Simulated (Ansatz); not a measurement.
**CH5ClN2W: basis-set convergence**

Aim: see how fast density functionals converge with the basis set for CH5ClN2W.

Computed with Ansatz 0.2.0, Gaussian basis. Level: one geometry, several basis sets.

The runs, in order: PBE0-D4/def2-SVP; ωB97M-V/def2-SVP; PBE0-D4/def2-QZVPP; ωB97M-V/def2-QZVPP; the functionals' def2-TZVPP values are taken from earlier runs.

### 1 The relaxed structure

All runs share one geometry, relaxed beforehand with PBE0-D4 in a triple-zeta def2 set. W takes the def2 core potential; no spin-orbit term is included.

10 atoms, charge 0, spin multiplicity 1.

Atoms are counted from 1 here; the program's logs count them from 0.

Bond lengths: C1–W2 2.112 Å, C1–H6 1.091 Å, C1–H7 1.095 Å, C1–H8 1.095 Å, W2–N3 1.743 Å, W2–N4 1.743 Å, W2–Cl5 2.293 Å, N3–H9 1.008 Å, N4–H10 1.008 Å. Angles: W2–C1–H6 113.0°, W2–C1–H7 108.6°, W2–C1–H8 108.5°, H6–C1–H7 108.5°, H6–C1–H8 108.5°, H7–C1–H8 109.7°, C1–W2–N3 103.3°, C1–W2–N4 103.3°, C1–W2–Cl5 112.6°, N3–W2–N4 111.8°, N3–W2–Cl5 112.6°, N4–W2–Cl5 112.6°, W2–N3–H9 155.0°, W2–N4–H10 155.0°.

Geometry (Å):

```xyz
10

C    -1.46023    0.07524   -0.35600
W     0.57536    0.37266    0.12069
N     0.73773   -0.39422    1.67715
N     1.41146   -0.51173   -1.12667
Cl    1.15587    2.59023    0.16721
H    -1.74282   -0.97774   -0.37988
H    -2.07201    0.58180    0.39736
H    -1.65388    0.50903   -1.34229
H     1.10757   -1.06822    2.32974
H     2.02416   -1.22835   -1.48442
```

### 2 PBE0-D4 in def2-SVP

The input, in.yaml:

```yaml
crystal:
  periodic: [false, false, false]
  atoms:
    - {symbol: C, position_ang: [-1.460226, 0.075237, -0.355997]}
    - {symbol: W, position_ang: [0.575358, 0.372659, 0.120693]}
    - {symbol: N, position_ang: [0.737730, -0.394221, 1.677150]}
    - {symbol: N, position_ang: [1.411456, -0.511726, -1.126673]}
    - {symbol: Cl, position_ang: [1.155871, 2.590232, 0.167213]}
    - {symbol: H, position_ang: [-1.742823, -0.977740, -0.379875]}
    - {symbol: H, position_ang: [-2.072011, 0.581802, 0.397363]}
    - {symbol: H, position_ang: [-1.653882, 0.509027, -1.342290]}
    - {symbol: H, position_ang: [1.107568, -1.068222, 2.329739]}
    - {symbol: H, position_ang: [2.024160, -1.228349, -1.484423]}
basis:
  gaussian: {orbitals: def2-SVP}
hamiltonian: {xc: pbe0, dispersion: d4}
output: {orbitals: {seedname: orbitals}}
```

Further steps of the session: ωB97M-V in def2-SVP; PBE0-D4 in def2-QZVPP; ωB97M-V in def2-QZVPP.

Q: Predict the results of all the runs planned. Wanted: PBE0-D4: double and triple zeta above quadruple; ωB97M-V: double and triple zeta above quadruple.

The runs gave:

| quantity | value |
| --- | --- |
| PBE0-D4: double and triple zeta above quadruple | 10.31, 0.64 eV |
| ωB97M-V: double and triple zeta above quadruple | 10.47, 0.61 eV |

PBE0-D4 gains 9.67 eV from double to triple zeta, then 0.64 eV more. These are total energies; as a rule much of such shifts cancels in differences, which this series doesn't test.
